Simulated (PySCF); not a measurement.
# H9OPSi3: the cost of one run

Programs: PySCF 2.14.0, with density-fitted response routines of our own. Each step states its level of theory. These are calculated values for one molecule in the gas phase, unless marked as measured. Atoms are numbered from 0 throughout.

### Step 1. Starting geometry

14 atoms, charge 0, multiplicity 1; geometry from: GFN2-xTB. The atoms were then displaced at random by about 0.01 Å, so the start is not that level's minimum.

Bonds of the start (Å): Si0–Si1 2.28, Si1–O2 1.62, O2–Si3 1.66, Si3–P4 2.22, Si0–H5 1.48, Si0–H6 1.49, Si0–H7 1.45, Si1–H8 1.48, Si1–H9 1.47, Si3–H10 1.45, Si3–H11 1.46, P4–H12 1.38, P4–H13 1.36.

### Step 2. Optimising the geometry at PBE0-D3(BJ)/def2-SVP

Job settings and geometry (Å):

```
{"job": {"xc": "PBE0", "basis": "def2-SVP", "d3": "d3bj", "grid": 1, "shake": 0.01, "kind": "geom"}, "charge": 0, "multiplicity": 1}
Si    -2.677890     0.017720    -0.606460
Si    -1.089130     0.452620     0.976650
O      0.168620    -0.515620     0.639350
Si     1.701990    -0.904580     0.143010
P      2.519890     0.825980    -0.988170
H     -3.990950    -0.264260     0.018660
H     -2.942610     1.200400    -1.475120
H     -2.386780    -1.069880    -1.519460
H     -1.404100     0.088300     2.381340
H     -0.565120     1.828380     1.019080
H      2.410610    -1.281580     1.355770
H      1.495500    -2.028830    -0.765890
H      3.071700     1.451560     0.113930
H      3.681090     0.184710    -1.300430
```

On the command line:

```sh
$ OMP_NUM_THREADS=1 python probes_run.py task.json out
```

The driver reads the jobs from task.json and runs them one after another.

Q: Estimate the wall time and peak memory of this first job on 1 thread of Arm Neoverse V1, shared host.

About 2.8 min, with a peak of 0.56 GiB.
